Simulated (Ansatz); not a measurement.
# NbTe (P-6m2) in Ansatz: further runs

One crystal, NbTe, is run at these levels: HF; tasks: single point, relaxation of cell and atoms.

Program: Ansatz 0.2.0. These are calculated values, not measurements. Logs are shortened: lines on timing, memory, paths and dates and some standing lists are left out, and cuts for length are marked.

## 1. Starting point

It takes space group P-6m2 (No. 187, hexagonal). Conventional cell: a = 3.703 Å, b = 3.703 Å, c = 3.694 Å, α = 90.00°, β = 90.00°, γ = 120.00°. Around Te (site symmetry -6m2) lie 6 Nb at 2.83 Å. Nb (site symmetry -6m2) has 6 Te at 2.83 Å as nearest neighbours.

The cell comes from a database or a generator and needn't be the stable form of this composition.

## 2. Single point, HF

File input:

```
crystal:
  lattice:
    - [3.7029743866, 0.0, 0.0]
    - [-1.8514871933, 3.2068698884, 0.0]
    - [0.0, 0.0, 3.694211]
  atoms:
    - { symbol: Te, position: [0.6666666667, 0.3333333333, 0.0] }
    - { symbol: Nb, position: [0.0, 0.0, 0.5] }
hamiltonian:
  xc: hf
  pseudopotentials: { kind: paw }
kpoints:
  mp_grid: { grid: [4, 4, 4] }
scf:
  occupations: { method: fermi_dirac, width: 0.05 }
output:
  forces: true
  stress: true
  eigenvalues: true
  write_density: true
  write_potential: true
  elf: true
  volumetric_format: npy
```

Potentials or basis: Ansatz PAW.

The log of the run:

```text
Warning: output.stress: scf.convergence.dr2_threshold = 1e-7 eV (the SCF's general default) is looser than the 2e-10 eV advised for a printed stress (1e-10 eV for each atom of the cell: 2). What an SCF threshold leaves in a stress goes as its square root, and in the free energy as the threshold itself, and one threshold admits the most on a small cell: of the crystals measured, under no hybrid functional and no lock of the moments, on runs that ended without the residual-converged pass, on stresses that held no estimate of that error, the worst erred by over 100 MPa in a component at 1e-7 eV an atom and by under 5 at 1e-10. Set scf.convergence.dr2_threshold to 2e-10 eV or tighter. The threshold is an SCF's pass mark: one that does not reach it within its budget of iterations ends unconverged, or closes short of it on a stop that the run arms, and scf.convergence.dr2_threshold's page says what that costs each kind of run
Warning: output.stress: scf.exx.energy_threshold = 1e-6 eV is looser than the 2e-8 eV advised for a stress under a hybrid functional (1e-8 eV for each atom of the cell: 2). Every SCF of the exchange loop can meet its threshold on dr2 while the loop round them stops early: no threshold on dr2 bounds what that leaves in the stress. Set scf.exx.energy_threshold to 2e-8 eV or tighter. The threshold is the loop's pass mark: a loop that does not reach it within its budget of cycles ends unconverged, and scf.exx.energy_threshold's page has the law
GPUs: using 1 of 1 available (devices: 1).
Engine: ansatz 0.2.0, x86_64-unknown-linux-gnu
Pseudopotentials: kind: paw
Pseudopotential: Te, paw, valence charge 16, recommended cutoff 420 eV (normal), Te.paw.azcp
Pseudopotential: Nb, paw, valence charge 13, recommended cutoff 420 eV (normal), Nb.paw.azcp
Functional definition: HF
  exchange = exact_x
  correlation = 0
device memory: the entry about to start is reckoned to put 0.5 GiB on a device that reports 29.8 GiB free (of which the cap on the GPU budget leaves the run 18.0 GiB)
GPU FFT provider: cuFFT
GPU libraries: cuBLAS 13.8.2, cuFFT 12.4.0, cuSOLVER 12.3.4
Crystal: 2 atoms, lattice volume = 43.869 Å³
Basis set: ecut = 420 eV, 865 PW (Γ)
Bands: 19, of which v1, the nominal top of the filled ones, is band 15 counted from 1 (14 counted from 0)
Symmetry: 12 space group operations
Space group: P-6m2 (ITA 187), of the structure as read, at distance tolerance 3.5e-5 Å
k-points: 12 of 64 (time reversal used)
Non-local potential: Te, projectors of the file, l = 0: 2, l = 1: 2, l = 2: 2, l = 3: 2
Non-local potential: Nb, projectors of the file, l = 0: 3, l = 1: 2, l = 2: 2, l = 3: 1
PAW form: soft (Blöchl's): semilocal exchange-correlation on the pseudo side does not see the compensation charge
PAW frozen core: Te, regenerated for the run's functional, and the local potential with it (the file was generated under x = pbe(κ = 0.804, μ = 0.2195149727645171), c = pbe(β = 0.06672455060314922))
PAW frozen core: Nb, regenerated for the run's functional, and the local potential with it (the file was generated under x = pbe(κ = 0.804, μ = 0.2195149727645171), c = pbe(β = 0.06672455060314922))
PAW one-centre angular grid: Te, 590 points (default); XC on 64 Gauss nodes
PAW one-centre angular grid: Nb, 590 points (default); XC on 64 Gauss nodes
Initial density: superposition of atomic densities (neutral atoms: chi_scale 0, normalization atom), corrected by the library's trained network
Initial wavefunctions: pseudopotential atomic-orbital guess
GPU buffer pool allocated for 15625 grid points (all kernels)
GPU transforms: local potential and band sums: pruned to the plane-wave sphere, on 25×25×25
Functional: x = pbe(κ = 0.804, μ = 0.2195149727645171), c = none, warm-up for x = 0 pbe(κ = 0.804, μ = 0.2195149727645171) + 1 exact, c = none
SCF iter   1: F=—  HF=-11397.378616 eV  |F-HF|=—  |Δ(HF+E_count)|=         —  Δρ=8.55e-3  dr2=2.13e-2  ethr=1.77e-3  ⟨swp⟩=7.1  Hψ=939  notcnv=0
preconditioner: auto → none  [metal: Δε(μ)=0.069 eV  Ē_g=7.574 eV  σ=0.050 eV  W_gap=0.33  n_scr=8 (ndim 8)  ℏωp=18.6 eV  f_vac=0.000  D(μ)=1.92/eV (n_scr^D=20)  sad-step TF]
SCF iter   2: F=—  HF=-11397.379179 eV  |F-HF|=—  |Δ(HF+E_count)|=   5.62e-4  Δρ=5.31e-3  dr2=1.04e-2  ethr=7.33e-5  ⟨swp⟩=3.2  Hψ=464  notcnv=0  defer=3
iter 3 solved again at ethr=1.10e-6 eV; its pass at ethr=3.59e-5 eV (dr2=3.18e-4 eV) is discarded
SCF iter   3: F=—  HF=-11397.379857 eV  |F-HF|=—  |Δ(HF+E_count)|=   6.79e-4  Δρ=8.79e-4  dr2=3.14e-4  ethr=1.10e-6  ⟨swp⟩=2.9  Hψ=1001  notcnv=0
SCF iter   4: F=—  HF=-11397.379756 eV  |F-HF|=—  |Δ(HF+E_count)|=   1.01e-4  Δρ=2.54e-4  dr2=1.46e-5  ethr=1.08e-6  ⟨swp⟩=3.0  Hψ=555  notcnv=0
SCF iter   5: F=—  HF=-11397.379777 eV  |F-HF|=—  |Δ(HF+E_count)|=   2.10e-5  Δρ=8.33e-5  dr2=3.74e-6  ethr=5.02e-8  ⟨swp⟩=3.1  Hψ=502  notcnv=0
SCF iter   6: F=—  HF=-11397.379776 eV  |F-HF|=—  |Δ(HF+E_count)|=   7.90e-7  Δρ=1.09e-5  dr2=5.30e-8  ethr=1.29e-8  ⟨swp⟩=3.0  Hψ=470  notcnv=0
SCF iter   7: F=—  HF=-11397.379776 eV  |F-HF|=—  |Δ(HF+E_count)|=   2.88e-8  Δρ=3.06e-6  dr2=1.84e-9  ethr=1.83e-10  ⟨swp⟩=3.8  Hψ=561  notcnv=0
SCF iter   8: F=-11397.379776 eV  HF=-11397.379776 eV  |F-HF|=1.35e-10  |Δ(HF+E_count)|=   6.44e-9  Δρ=5.15e-7  dr2=7.07e-11  ethr=6.33e-12  ⟨swp⟩=3.6  Hψ=533  notcnv=0
SCF 1 converged in 8 iterations: F = -11397.379776 eV  dr2 = 7.07e-11
[... 70 lines left out ...]
Frozen-core exchange: fock
SCF iter   1: F=—  HF=-11419.195841 eV  |F-HF|=—  |Δ(HF+E_count)|=         —  Δρ=4.57e-4  dr2=3.50e-4  ethr=2.93e-5  ⟨swp⟩=3.1  Hψ=473  notcnv=0
preconditioner: auto → none  [insulator: Δε(μ)=2.472 eV  Ē_g=12.876 eV  σ=0.050 eV  W_gap=1.00  n_scr=8 (ndim 8)  ℏωp=16.8 eV  f_vac=0.000  D(μ)=0.00/eV (n_scr^D=0)]
SCF iter   2: F=—  HF=-11419.196835 eV  |F-HF|=—  |Δ(HF+E_count)|=   9.94e-4  Δρ=3.01e-4  dr2=1.35e-4  ethr=1.70e-7  ⟨swp⟩=3.9  Hψ=559  notcnv=0
SCF iter   3: F=—  HF=-11419.197057 eV  |F-HF|=—  |Δ(HF+E_count)|=   2.22e-4  Δρ=2.11e-4  dr2=6.36e-5  ethr=6.49e-8  ⟨swp⟩=4.0  Hψ=577  notcnv=0
Mixer restart at iter 3: flushing history
SCF iter   4: F=—  HF=-11419.197158 eV  |F-HF|=—  |Δ(HF+E_count)|=   1.01e-4  Δρ=1.52e-4  dr2=3.10e-5  ethr=3.12e-8  ⟨swp⟩=4.0  Hψ=589  notcnv=0
SCF iter   5: F=—  HF=-11419.197208 eV  |F-HF|=—  |Δ(HF+E_count)|=   4.97e-5  Δρ=1.40e-4  dr2=1.77e-5  ethr=1.61e-8  ⟨swp⟩=3.7  Hψ=557  notcnv=0
SCF iter   6: F=-11419.197250 eV  HF=-11419.197250 eV  |F-HF|=4.58e-7  |Δ(HF+E_count)|=   4.21e-5  Δρ=4.41e-5  dr2=8.05e-7  ethr=1.45e-8  ⟨swp⟩=4.1  Hψ=607  notcnv=0
SCF 6 stopped early in 6 iterations: F = -11419.197250 eV  dr2 = 8.05e-7
hybrid outer 5: dexx = +3.077e-3 eV, tail = 1.38e-4 eV, Δε = 6.63e-2 eV (about 2.92e-2 eV left of the loop's levels)
GPU FFT provider: cuFFT
GPU libraries: cuBLAS 13.8.2, cuFFT 12.4.0, cuSOLVER 12.3.4
GPU buffer pool allocated for 15625 grid points (all kernels)
GPU transforms: local potential and band sums: pruned to the plane-wave sphere, on 25×25×25
Exchange kernel: α = 1.0000, full range, Wigner–Seitz truncation, v(0) = 6851.7437 eV·Å³, q-mesh 4×4×4, nearest image of the exchange supercell L = 14.78 Å, pair-density grid 18×18×18, without the augmentation charges, whose exchange is taken in its separable form by FFT convolution over the k-point mesh (sized by the pseudopotential files, 24×24×25 at the most), smooth part of the exact exchange by density-matrix convolution in up to 1.53 GiB of GPU memory as planned if the GPU has room (build and FFT work areas not counted)
Frozen-core exchange: fock
SCF iter   1: F=—  HF=-11419.197242 eV  |F-HF|=—  |Δ(HF+E_count)|=         —  Δρ=2.41e-5  dr2=2.56e-7  ethr=9.81e-8  ⟨swp⟩=4.2  Hψ=550  notcnv=0
preconditioner: auto → none  [insulator: Δε(μ)=2.475 eV  Ē_g=12.883 eV  σ=0.050 eV  W_gap=1.00  n_scr=8 (ndim 8)  ℏωp=16.8 eV  f_vac=0.000  D(μ)=0.00/eV (n_scr^D=0)]
SCF iter   2: F=—  HF=-11419.197242 eV  |F-HF|=—  |Δ(HF+E_count)|=   2.03e-7  Δρ=1.33e-5  dr2=8.15e-8  ethr=6.02e-10  ⟨swp⟩=4.0  Hψ=579  notcnv=0
SCF iter   3: F=—  HF=-11419.197242 eV  |F-HF|=—  |Δ(HF+E_count)|=   9.85e-8  Δρ=6.20e-6  dr2=3.61e-8  ethr=1.68e-10  ⟨swp⟩=4.3  Hψ=623  notcnv=0
SCF iter   4: F=—  HF=-11419.197242 eV  |F-HF|=—  |Δ(HF+E_count)|=   1.48e-8  Δρ=4.08e-6  dr2=1.57e-8  ethr=5.81e-11  ⟨swp⟩=4.2  Hψ=541  notcnv=0
SCF iter   5: F=-11419.197243 eV  HF=-11419.197243 eV  |F-HF|=7.69e-10  |Δ(HF+E_count)|=   1.36e-8  Δρ=1.41e-6  dr2=2.67e-9  ethr=2.40e-11  ⟨swp⟩=4.3  Hψ=583  notcnv=0
SCF 7 converged in 5 iterations: F = -11419.197243 eV  dr2 = 2.67e-9
  Residual-converged pass: ⟨swp⟩=2.6  Hψ=414  notcnv=0  max |occ|·‖R‖ = 2.3e-6 eV (tolerance 2.4e-6 eV)  dr2=2.65e-9  dr2_onsite=8.51e-11  max |Δocc| = 1.8e-22
hybrid outer 6: dexx = +9.482e-7 eV, tail = 3.29e-8 eV, Δε = 1.35e-3 eV (about 2.66e-4 eV left of the loop's levels)
hybrid SCF converged: 6 outer / 32 inner (+8 warm-up), last move |dexx| = 9.48e-7 eV, tail = 3.29e-8 eV
Stability not checked: this state was not tested for a lower state beside it, because the functional holds exact exchange (a hybrid, or Hartree-Fock), whose exchange loop this test does not read (fock_operator; see scf.lower_state_search)
Free energy (F): -11419.197242 eV
Frozen-core exchange: fock
Harris-Foulkes:  -11419.197243 eV  (|F-HF|=7.68e-10)
Internal energy: -11419.197242 eV  (E = F + TS)
E sigma→0 (E₀):  -11419.197242 eV
Fermi energy:    17.918622 eV
--- Per-component energies (eV) ---
  E_band       = -516.722081
  E_kinetic    = 569.932565
  E_local      = -1694.255252  (includes V_loc(G=0)·N_el)
  E_nonlocal   = -205.972353
  E_hartree    = 921.812708
  E_xc         = 0.000000
  E_vxc        = 0.000000  (∫ρ·V_xc dr)
  E_exx        = -373.440282  (= α·E_x^exact, valence–valence)
  E_paw        = -7548.314821  (= ΣΔE_a)
  E_vpaw       = -283.171008  (= ΣTr[D̂ρ^β])
  E_aug_tail   = -0.000202  (compensation charges beyond the density's cutoff)
  E_ewald      = -3087.106456
  E_core_change = -1.853147  (= ΣΔE_core)
  E_smearing   = -0.000000  (= −TS)
  E_closure    = -0.000003  (closes the sum)
  Σ components = -11419.197242   (vs F -11419.197242, Δ=0.00e0)
--- Forces (eV/Å), atoms counted from 1 ---
  atom   1  Te    -0.00000000     0.00000000     0.00000000
  atom   2  Nb     0.00000000    -0.00000000     0.00000000
  max |Σ_I F_I| component: 4.63e-18 eV/Å
--- Stress (GPa, compression-positive) ---
        0.086741      -0.000000       0.000000
        0.000000       0.086741       0.000000
        0.000000       0.000000      -1.067099
  P = ⅓ Tr σ = -0.2979 GPa (-2.979 kbar)
--- Band table (eV; the first three rows and the last of 12) ---
  k-point 0: bands = ["-55.8420", "-33.2544", "-33.2544", "-33.2439", "-33.2439", "-33.2250", "-26.4226", "-26.1515", "-26.1515", "-4.9874", "10.1488", "10.1488", "11.7105", "11.7860", "19.9036", "19.9036", "22.2957", "22.2957", "23.7544"]
  k-point 1: bands = ["-55.8359", "-33.2534", "-33.2534", "-33.2488", "-33.2488", "-33.2154", "-26.5198", "-26.1292", "-26.1292", "-4.1011", "6.8643", "10.7013", "10.7013", "15.0765", "15.0765", "16.1767", "23.2419", "23.2419", "24.8141"]
  k-point 2: bands = ["-55.8345", "-33.2554", "-33.2554", "-33.2518", "-33.2518", "-33.2059", "-26.6378", "-26.1318", "-26.1318", "-2.8679", "4.0360", "11.3127", "11.3127", "13.6932", "13.6932", "21.2956", "21.8363", "21.8363", "26.4358"]
  k-point 11: bands = ["-55.8093", "-33.2650", "-33.2522", "-33.2492", "-33.2380", "-33.1968", "-26.5751", "-26.3830", "-26.2504", "-1.8838", "6.4738", "6.6528", "8.6095", "12.7601", "21.2907", "22.5912", "22.7095", "23.8387", "25.5491"]
```

Wall time 8.8 s (1 × NVIDIA H100 80GB HBM3 with 2 threads of AMD EPYC 7R13 (Zen 3), shared host); peak memory 1.8 GiB.

Results:

```yaml
Free_energy: -11419.1972 eV
Pressure: -0.3 GPa
Band_gap_on_the_k_mesh: 2.47 eV
```

Levels at points of the mesh, in eV from the valence-band top:
```csv
k point,band 11,band 12,band 13,band 14,band 15,band 16,band 17,band 18
"(0.00, 0.00, 0.00)",-6.55,-6.55,-4.99,-4.91,3.21,3.21,5.60,5.60
"(0.00, 0.00, -0.50)",-12.66,-5.39,-5.39,-3.01,-3.01,4.60,5.14,5.14
"(0.00, -0.50, 0.00)",-12.15,-7.16,-5.33,-4.81,0.00,4.75,5.88,6.81
"(0.00, -0.50, -0.50)",-10.27,-10.17,-7.79,-3.88,4.40,5.83,6.11,7.18
```

Caveat: the k mesh is coarse (spacing up to 0.49 Å⁻¹), so the values aren't converged, least of all with exact exchange; spin-orbit coupling is left out, which moves the levels of the heavy elements; the PAW data sets come from PBE, with cores solved anew for the run's functional, which leaves a small shift of forces and pressure; the thresholds are loose for stress.

## 3. Relaxation of cell and atoms, HF

Edit input of step 2 so:

```diff
@@ -23 +23,5 @@
   volumetric_format: npy
+relax:
+  f_tol: 0.01
+  max_steps: 40
+  cell: { stress_tol: 0.05 }
```

Potentials or basis: Ansatz PAW.

Run time: 26 s. Hardware: 1 × NVIDIA H100 80GB HBM3 with 2 threads of AMD EPYC 7R13 (Zen 3), shared host; peak memory 1.8 GiB.

Results (log left out):

* Free energy: -11419.1979 eV
* Relaxed volume: 21.90 Å³/atom
* Relaxed cell: a = 3.707 Å, b = 3.707 Å, c = 3.680 Å, α = 90.00°, β = 90.00°, γ = 120.00°
* Space group after relaxing (to 0.05 Å): P-6m2 (No. 187)
* Energy gained by relaxing: 0.3 meV/atom
* Ionic steps: 3
* Pressure after relaxing: 0.0 GPa
* Band gap on the k mesh: 2.47 eV

The path:
| step | energy change (eV) | largest force (eV/Å) | volume (Å³) |
| --- | --- | --- | --- |
| 1 | 0.0000 | 0.0000 | 43.87 |
| 2 | -0.0006 | 0.0000 | 43.81 |
| 3 | -0.0006 | 0.0000 | 43.81 |

Final structure:
```cif
data_structure
_symmetry_space_group_name_H-M 'P 1'
_symmetry_Int_Tables_number 1
_cell_length_a 3.7075
_cell_length_b 3.7075
_cell_length_c 3.6802
_cell_angle_alpha 90.000
_cell_angle_beta 90.000
_cell_angle_gamma 120.000
_cell_volume 43.81
loop_
_atom_site_label
_atom_site_type_symbol
_atom_site_fract_x
_atom_site_fract_y
_atom_site_fract_z
_atom_site_occupancy
Te1 Te 0.66667 0.33333 0.00000 1
Nb1 Nb 0.00000 0.00000 0.50000 1
```

Levels at points of the mesh, in eV from the valence-band top:
```
             k point  band 11  band 12  band 13  band 14  band 15  band 16  band 17  band 18
  (0.00, 0.00, 0.00)    -6.60    -6.60    -4.93    -4.92     3.20     3.20     5.61     5.61
 (0.00, 0.00, -0.50)   -12.68    -5.43    -5.43    -3.01    -3.01     4.66     5.12     5.12
 (0.00, -0.50, 0.00)   -12.16    -7.12    -5.37    -4.83     0.00     4.73     5.85     6.85
(0.00, -0.50, -0.50)   -10.31   -10.16    -7.83    -3.87     4.38     5.83     6.14     7.17
```

Caveat: the k mesh is coarse (spacing up to 0.49 Å⁻¹), so the values aren't converged, least of all with exact exchange; the plane-wave basis is chosen anew once the cell has moved, so the energies of steps on either side of that aren't comparable; spin-orbit coupling is left out, which moves the levels of the heavy elements; the PAW data sets come from PBE, with cores solved anew for the run's functional, which leaves a small shift of forces and pressure.
